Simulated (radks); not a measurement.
# The first electron to leave K³⁺

K³⁺ stands in [Ne] 3s2 3p(1/2: 2, 3/2: 2). From which sub-shell is an electron easiest to take? Each removal is a run of its own. The parent's configuration is the lowest that an earlier search found at this level.

Method: Dirac Kohn-Sham, PBE, spin-unpolarised, spherical densities, finite nucleus. Code: radks (a radial shooting solver on a logarithmic mesh, Libxc functionals) version 1.

2 further runs of the same task are left out: 2 set aside as unsound or not needed.

## (1) The atom as given

* element: potassium (Z = 19)
* charge: +3
* electrons: 16
* configuration: [Ne] 3s2 3p(1/2: 2, 3/2: 2)
* nuclear rms radius: 3.4349 fm

A shell typed twice in an input gives the lower j, then the higher j.

## (2) The parent, K³⁺

The parent was computed earlier with the same settings: E = -599.041643 hartree. Its outer levels (eV):

```csv
level,occupation,energy (eV)
1s1/2,2,-3565.7
2s1/2,2,-395.80
2p1/2,2,-324.62
2p3/2,4,-321.72
3s1/2,2,-72.372
3p1/2,2,-54.977
3p3/2,2,-54.649
```

## (3) Remove 3p3/2: [Ne] 3s2 3p(1/2: 2, 3/2: 1)

Settings of this run:

```text
Z 19
configuration [Ne] 3s2 3p2 3p1
relativity Dirac
functional pbe,pbe
spin unpolarised
j_filling energy
nucleus finite rms 3.4349 fm
c 137.035999084
```

## (4) Remove 3p1/2: [Ne] 3s2 3p(1/2: 1, 3/2: 2)

Settings, as their differences from step 3:

```diff
@@ -1,3 +1,3 @@
 Z 19
-configuration [Ne] 3s2 3p2 3p1
+configuration [Ne] 3s2 3p1 3p2
 relativity Dirac
```

## (5) Remove 3s1/2: [Ne] 3s1 3p(1/2: 2, 3/2: 2)

Settings, as their differences from step 4:

```diff
@@ -1,3 +1,3 @@
 Z 19
-configuration [Ne] 3s2 3p1 3p2
+configuration [Ne] 3s1 3p2 3p2
 relativity Dirac
```

## (6) Remove 2p3/2: [He] 2s2 2p(1/2: 2, 3/2: 3) 3s2 3p(1/2: 2, 3/2: 2)

Settings, as their differences from step 5:

```diff
@@ -1,3 +1,3 @@
 Z 19
-configuration [Ne] 3s1 3p2 3p2
+configuration [He] 2s2 2p2 2p3 3s2 3p2 3p2
 relativity Dirac
```

Q: Predict the outcome of this session. Wanted: for each run, case; final configuration; Δ-SCF; −ε of the level emptied.

The runs gave:

```csv
case,final configuration,Δ-SCF (eV),−ε of the level emptied (eV)
remove 3p3/2,"[Ne] 3s2 3p(1/2: 2, 3/2: 1)",62.884,54.649
remove 3p1/2,"[Ne] 3s2 3p(1/2: 1, 3/2: 2)",63.244,54.977
remove 3s1/2,"[Ne] 3s1 3p(1/2: 2, 3/2: 2)",81.093,72.372
remove 2p3/2,"[He] 2s2 2p(1/2: 2, 3/2: 3) 3s2 3p(1/2: 2, 3/2: 2)",347.17,321.72
```

**Reading.** Removal from 3p3/2 costs least (62.884 eV), ahead of 3p1/2 (63.244 eV). 3p3/2 is also the highest occupied level of the parent. NIST lists 60.92 eV (semi-empirical), between the same two configurations. Spin polarisation and multiplet splitting are left out, so open shells lie too high by an amount that depends on their filling.
